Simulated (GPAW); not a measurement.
## WS in GPAW: convergence with convergence criteria

Input of the first run (convergence criteria density=0.001 energy=0.01 eigenstates=0.0001); the others differ in this setting and in those tied to it:

run.py

```python
from ase.dft.bandgap import bandgap
from ase.io import read, write
from ase.units import GPa
from gpaw import GPAW, PW

atoms = read('WS.xyz')

calc = GPAW(mode=PW(600),
            xc='RPBE',
            kpts={'size': (9, 9, 9), 'gamma': True},
            occupations={'name': 'fermi-dirac', 'width': 0.05},
            nbands=20,
            convergence={'density': 0.001, 'energy': 0.01, 'eigenstates': 0.0001},
            maxiter=100,
            txt='gpaw.txt')
atoms.calc = calc
energy = atoms.get_potential_energy()
forces = atoms.get_forces()
stress = atoms.get_stress()
calc.write('gs.gpw')
write('result.traj', atoms)
print(f'Energy: {energy:.6f} eV')
print('Forces (eV/A):')
print(forces.round(4))
print('Stress (GPa):', (stress / GPa).round(3))
print('Fermi level:', round(calc.get_fermi_level(), 4), 'eV')
print(f'Gap: {bandgap(calc)[0]:.4f} eV, direct: {bandgap(calc, direct=True)[0]:.4f} eV')
```

File WS.xyz:

```xyz
2
Lattice="3.0078900000 0.0000000000 0.0000000000 0.0000000000 3.0078900000 0.0000000000 0.0000000000 0.0000000000 3.0078900000" Properties=species:S:1:pos:R:3 pbc="T T T"
W      1.5039450000      1.5039450000      1.5039450000
S      0.0000000000      0.0000000000      0.0000000000
```

Potentials or basis: the program's PAW data sets (release 1.2.1) made for this functional, pw.

Run with:

```sh
$ OMP_NUM_THREADS=1 python run.py
```

The cell was built by a generator and needn't be a form met in nature.

Hardware: 1 thread of Arm Neoverse V2 (shared host).

| convergence criteria | energy less the tightest run, at zero smearing (meV/atom) | SCF cycles | CPU time (s) | peak memory (GiB) |
| --- | --- | --- | --- | --- |
| density=0.001 energy=0.01 eigenstates=0.0001 | 0.00 | 7 | 8.5 | 0.14 |
| default | 0.00 | 8 | 9.9 | 0.14 |
| density=1e-05 energy=1e-05 | 0.00 | 9 | 11 | 0.14 |
| density=1e-05 forces=0.0001 | 0.00 | 10 | 11 | 0.14 |
| density=1e-06 energy=1e-06 eigenstates=1e-10 | 0.00 | 10 | 11 | 0.14 |

Against the tightest run, the energy stays within 1 meV/atom from density=0.001 energy=0.01 eigenstates=0.0001 on. The tightest run that finished is the yardstick and may itself not be fully converged.

The run has no spin-orbit coupling, so splittings on W are missing.
